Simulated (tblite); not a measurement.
# C6H10AlNO: the cost of one run

The runs use tblite 0.8.0 and PySCF 2.14.0, with density-fitted response routines of our own; the level of theory stands in each step. All values are computed, except where a source is named. Atoms count from 0, in the outputs and in this text.

## Step 1: Starting geometry

19 atoms, charge 0, multiplicity 1; geometry from: force field or distance geometry start.

Bonds of the start (Å): C0–O1 1.40, O1–Al2 1.88, Al2–N3 1.92, N3–C4 1.36, C4–C5 1.40, C5–C6 1.40, C6–C7 1.40, C7–C8 1.40, C8–N3 1.36, C0–H9 1.11, C0–H10 1.10, C0–H11 1.12, Al2–H12 1.61, Al2–H13 1.59, C4–H14 1.08, C5–H15 1.07, C6–H16 1.08, C7–H17 1.07, C8–H18 1.09.

## Step 2: Relaxing the molecule with GFN2-xTB

What the job is given:

```
{"job": {"kind": "relax", "xc": "GFN2-xTB", "basis": "xTB"}, "charge": 0, "multiplicity": 1}
C     -2.732500     0.839000    -0.580000
O     -2.674800    -0.537400    -0.816000
Al    -1.480400    -1.320400     0.400800
N      0.259000    -0.542400     0.161000
C      1.058700    -0.995900    -0.835300
C      2.316800    -0.429000    -1.044300
C      2.751800     0.602300    -0.205100
C      1.923700     1.054900     0.826400
C      0.666900     0.458300     0.993900
H     -3.472600     1.277700    -1.289100
H     -1.761700     1.329000    -0.765200
H     -3.110700     1.062700     0.449600
H     -2.003400    -1.057800     1.899500
H     -1.412600    -2.889800     0.126700
H      0.725600    -1.779400    -1.499700
H      2.956600    -0.780900    -1.829300
H      3.726900     1.050300    -0.341900
H      2.238000     1.844800     1.476100
H      0.014900     0.823300     1.791000
```

Launch:

```console
$ OMP_NUM_THREADS=1 python probes_run.py task.json out
```

This one command runs all jobs of the session in turn.

**Question.** How long does this first job take on 1 thread of Intel Xeon at 2.50GHz, shared host, and how much memory does it need?

About 2.3 s, with a peak of 0.18 GiB.
